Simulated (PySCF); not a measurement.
# H24N8Nd (Nd(NH3)83+): the cost of one run

Computed with PySCF 2.14.0. Level: PBE, Nd lcecp-1-SVP with ECP49, N def2-SVP, H def2-SVP; scalar-relativistic core potentials, no spin–orbit coupling.

2 further runs of the same task are left out: 2 for a known fault of the program. Runs told in other sessions of the task aren't counted.

## Step 1: Where the work starts

33 atoms, charge 3, spin multiplicity 1.

Bond lengths: Nd1–N2 2.692 Å, Nd1–N6 2.692 Å, Nd1–N10 2.692 Å, Nd1–N14 2.692 Å, Nd1–N18 2.692 Å, Nd1–N22 2.692 Å, Nd1–N26 2.692 Å, Nd1–N30 2.692 Å, N2–H3 1.036 Å, N2–H4 1.035 Å, N2–H5 1.035 Å, N6–H7 1.036 Å, N6–H8 1.035 Å, N6–H9 1.035 Å, N10–H11 1.036 Å, N10–H12 1.035 Å, N10–H13 1.035 Å, N14–H15 1.036 Å and more. Angles: N2–Nd1–N6 72.3°, N2–Nd1–N10 113.1°, N2–Nd1–N14 72.3°, N2–Nd1–N18 79.1°, N2–Nd1–N22 142.7°, N2–Nd1–N26 142.8°, N2–Nd1–N30 79.2°, N6–Nd1–N10 72.3°, N6–Nd1–N14 113.1°, N6–Nd1–N18 79.2°, N6–Nd1–N22 79.1°, N6–Nd1–N26 142.7°, N6–Nd1–N30 142.8°, N10–Nd1–N14 72.3°, N10–Nd1–N18 142.8°, N10–Nd1–N22 79.2°, N10–Nd1–N26 79.1°, N10–Nd1–N30 142.7° and more.

Geometry (Å):

```
Nd    0.0000    0.0000    0.0007
N     2.2455    0.0560    1.4835
H     2.0951   -0.0112    2.5059
H     2.9206   -0.7063    1.2994
H     2.8243    0.9085    1.3907
N    -0.0560    2.2455    1.4835
H     0.0112    2.0951    2.5059
H     0.7063    2.9206    1.2994
H    -0.9085    2.8243    1.3907
N    -2.2455   -0.0560    1.4835
H    -2.0951    0.0112    2.5059
H    -2.9206    0.7063    1.2994
H    -2.8243   -0.9085    1.3907
N     0.0560   -2.2455    1.4835
H    -0.0112   -2.0951    2.5059
H    -0.7063   -2.9206    1.2994
H     0.9085   -2.8243    1.3907
N     1.5506    1.6250   -1.4830
H     2.5664    1.5674   -1.2950
H     1.4959    1.4651   -2.5047
H     1.3538    2.6371   -1.3968
N    -1.6250    1.5506   -1.4830
H    -1.5674    2.5664   -1.2950
H    -1.4651    1.4959   -2.5047
H    -2.6371    1.3538   -1.3968
N    -1.5506   -1.6250   -1.4830
H    -2.5664   -1.5674   -1.2950
H    -1.4959   -1.4651   -2.5047
H    -1.3538   -2.6371   -1.3968
N     1.6250   -1.5506   -1.4830
H     1.5674   -2.5664   -1.2950
H     1.4651   -1.4959   -2.5047
H     2.6371   -1.3538   -1.3968
```

Formal oxidation states: Nd +3. Each metal's 3 4f electrons lie in its core potential, so multiplicities, spins and levels count the valence alone. An earlier session relaxed this geometry at PBE, Nd lcecp-1-SVP with ECP49, N def2-SVP, H def2-SVP (singlet, point group S8).

Its energy there is -484.847073 Eh.

## Step 2: Atoms moved at random, σ = 0.15 Å

Contents of run.py (the lines that set the calculation):

```python
mol = gto.M(atom='''
Nd     0.20319    -0.17736    -0.04453
N      2.05064    -0.00614     1.92942
H      1.99445     0.17723     2.70267
H      2.89590    -0.49633     1.29969
H      3.17074     0.89654     1.54723
N     -0.13105     1.90572     1.46872
H     -0.12573     2.29954     2.56697
H      0.77164     2.90776     1.56954
H     -0.91028     2.90469     1.45489
N     -2.12827    -0.16149     1.30221
H     -2.21697    -0.09048     2.54209
H     -2.85566     0.57302     1.14821
H     -2.76447    -0.69492     1.41019
N      0.13419    -2.22901     1.37469
H     -0.11690    -2.07173     2.20045
H     -0.69347    -3.22202     1.33016
H      1.07404    -2.81795     1.35466
N      1.41526     1.75057    -1.40804
H      2.77289     1.52146    -1.42868
H      1.57406     1.53183    -2.55695
H      1.27246     2.64120    -1.50999
N     -1.89261     1.85484    -1.34103
H     -1.53074     2.59373    -1.16865
H     -1.41314     1.27602    -2.45125
H     -2.56284     1.28372    -1.26310
N     -1.68268    -1.57012    -1.66879
H     -2.52872    -1.32202    -1.44402
H     -1.54391    -1.40405    -2.56928
H     -1.41438    -2.76223    -1.41276
N      1.53607    -1.38440    -1.62139
H      1.55795    -2.91266    -1.32032
H      1.37127    -1.38033    -2.44556
H      2.71707    -1.41463    -1.54745''',
    basis={'Nd': 'lcecp-1-SVP', 'N': 'def2-SVP', 'H': 'def2-SVP'},
    ecp={'Nd': 'lcecp-1-SVP'},
    charge=3, spin=0)
mf = dft.RKS(mol, xc='PBE')
mf.grids.atom_grid = (50, 194)  # f atoms: unpruned, at least (60, 302)
mf = mf.density_fit()  # fitting sets: Nd AutoAux, N def2-universal-JKFIT, H def2-universal-JKFIT
mf.conv_tol = 1e-08; mf.max_cycle = 55
mf.kernel(dm0)  # dm0: the density of the relaxed state
```

On the command line:

```bash
> OMP_NUM_THREADS=8 python run.py
```

**Question.** How long does this run take on 8 threads of AMD EPYC 7R43 (Zen 3), shared host?

About 25 s.
